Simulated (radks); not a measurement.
# Dipole-allowed lines with 12 electrons: Mg, Al⁺, Si²⁺, P³⁺, S⁴⁺, Cl⁵⁺

The task here is to estimate one member of a computed series from the others.

Program: radks (a radial shooting solver on a logarithmic mesh, Libxc functionals) version 1. Level of theory: non-relativistic Kohn-Sham, LDA (Slater exchange, Perdew-Wang correlation), spin-polarised, spherical densities, point nucleus. These are calculated values, not measurements, unless marked.

**The atom as given**

- species: Mg ([Ne] 3s2), Al⁺ ([Ne] 3s2), Si²⁺ ([Ne] 3s2), P³⁺ ([Ne] 3s2), S⁴⁺ ([Ne] 3s2), Cl⁵⁺ ([Ne] 3s2)

The first run:

The run's settings:

```text
Z 12
configuration [Ne] 3s2 3p0 4s0 3d0 4f0
relativity non-relativistic
functional lda,pw
spin polarised
nucleus point
response adiabatic LDA kernel, real frequencies
```

Started as:

```
python run_ks.py task.json out
```

The same process makes all the runs of this session.

Among the steps run: Mg, [Ne] 3s2; Al⁺, [Ne] 3s2; Si²⁺, [Ne] 3s2; P³⁺, [Ne] 3s2; S⁴⁺, [Ne] 3s2; Cl⁵⁺, [Ne] 3s2.

One table of the session follows, with a row left open; its other results are not shown here.

| species | −ε(HOMO) (eV) | first line (eV) | strongest line (eV) | static α (bohr³) |
| --- | --- | --- | --- | --- |
| Mg | ? | ? | ? | ? |
| Al⁺ | 14.890 | 7.473 | 7.473 | 23.48 |
| Si²⁺ | 28.599 | 10.365 | 10.365 | 11.31 |
| P³⁺ | 45.632 | 13.114 | 13.114 | 6.485 |
| S⁴⁺ | 65.874 | 15.786 | 15.786 | 4.117 |
| Cl⁵⁺ | 89.263 | 18.411 | 18.411 | 2.797 |

Estimate the missing values for Mg.

The run gave: −ε(HOMO) (eV): 4.775; first line (eV): 4.212; strongest line (eV): 4.212; static α (bohr³): 71.39. In the column «−ε(HOMO) (eV)» it is the lowest.

In words: In Mg the response moves the first line 0.819 eV above the bare orbital gap, and the lines found carry 88 % of the static polarisability. Against the values (averaged over fine structure) of the NIST Handbook of Basic Atomic Spectroscopic Data the first line is off by -0.13 eV in Mg, +0.05 eV in Al⁺. Very weak lines can be missed, and lines above minus the highest eigenvalue dissolve into this model's continuum.
